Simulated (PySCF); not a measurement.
**H3OTa: the SCF solver's settings**

Aim: find out which solver settings change the answer for H3OTa.

Method: method and basis as typed in the scripts; program: PySCF 2.14.0.

5 further runs of the same task are left out: 5 that didn't finish.

## (1) Where the work starts

H3OTa: 5 atoms, charge 0, spin multiplicity 1.

Bond lengths: Ta1–O2 1.658 Å, Ta1–H3 1.746 Å, Ta1–H4 1.746 Å, Ta1–H5 1.746 Å. Angles: O2–Ta1–H3 103.4°, O2–Ta1–H4 103.4°, O2–Ta1–H5 103.4°, H3–Ta1–H4 114.8°, H3–Ta1–H5 114.8°, H4–Ta1–H5 114.8°.

## (2) Base script

Contents of input.py:

```python
from pyscf import gto, scf, mp

mol = gto.M(
    atom='Ta 0 0.1033 0.0731; O 0 -1.2504 -0.8845; H 1.4712 -0.0568 1.0002; H -1.4712 -0.0568 1.0002; H 0 1.4147 -1.0801',
    basis='sbkjc',
    ecp={'Ta': 'sbkjc', 'O': 'sbkjc'},
    charge=0,
    spin=0,
    verbose=4,
)
mf = scf.RHF(mol)
mf.level_shift = 0.3
mf.kernel()
mp.MP2(mf).kernel()
mf.dip_moment()
print('orbital energies (hartree):', mf.mo_energy[..., max(0, mol.nelec[1]-3):mol.nelec[0]+3].round(4))
```

Started as:

```
OMP_NUM_THREADS=1 python input.py
```

Its log is not repeated here.

It gives: E(SCF) = -74.524991 Eh, 13 cycles, E(MP2) − E(SCF) = -0.34012 Eh, μ = 3.72 D (of the SCF density).

## (3) Convergence threshold 1e-05 hartree

Edit 1 changes convergence threshold: default → 1e-05 hartree.

Contents of input.py:

```python
from pyscf import gto, scf, mp

mol = gto.M(
    atom='Ta 0 0.1033 0.0731; O 0 -1.2504 -0.8845; H 1.4712 -0.0568 1.0002; H -1.4712 -0.0568 1.0002; H 0 1.4147 -1.0801',
    basis='sbkjc',
    ecp={'Ta': 'sbkjc', 'O': 'sbkjc'},
    charge=0,
    spin=0,
    verbose=4,
)
mf = scf.RHF(mol)
mf.conv_tol = 1e-05
mf.level_shift = 0.3
mf.kernel()
mp.MP2(mf).kernel()
mf.dip_moment()
print('orbital energies (hartree):', mf.mo_energy[..., max(0, mol.nelec[1]-3):mol.nelec[0]+3].round(4))
```

Started as:

```
OMP_NUM_THREADS=1 python input.py
```

## (4) Convergence threshold 1e-13 hartree

Edit 2 changes convergence threshold: default → 1e-13 hartree.

Changes to input.py since step 2:

```diff
@@ -11,2 +11,3 @@
 mf = scf.RHF(mol)
+mf.conv_tol = 1e-13
 mf.level_shift = 0.3
```

Before running it: what results should come out? Wanted: for each run, E(SCF); from base; gap; SCF dipole; after the SCF.

As calculated:

| run | E(SCF) (hartree) | from base (eV) | cycles | gap (eV) | SCF dipole (D) | after the SCF |
| --- | --- | --- | --- | --- | --- | --- |
| base | -74.524991 | 0 | 13 | 13.22 | 3.72 | MP2 correlation -9.255 eV |
| convergence threshold 1e-05 hartree | -74.524990 | 0.0000 | 8 | 13.22 | 3.72 | MP2 correlation -9.257 eV |
| convergence threshold 1e-13 hartree | -74.524991 | 0.0000 | 18 | 13.22 | 3.72 | MP2 correlation -9.255 eV |

Distance from each run's final energy (log10 hartree) by cycle:

| run | cycle 1 | cycle 2 | cycle 3 | cycle 5 | cycle 8 | cycle 12 |
| --- | --- | --- | --- | --- | --- | --- |
| base | -0.5 | -1.2 | -2.3 | -3.5 | -5.9 | -9.4 |
| convergence threshold 1e-05 hartree | -0.5 | -1.2 | -2.3 | -3.5 | -6.0 | done |
| convergence threshold 1e-13 hartree | -0.5 | -1.2 | -2.3 | -3.5 | -5.9 | -9.4 |

The SCF energy stays the same, to the digits that matter, with convergence threshold 1e-05 hartree or convergence threshold 1e-13 hartree.
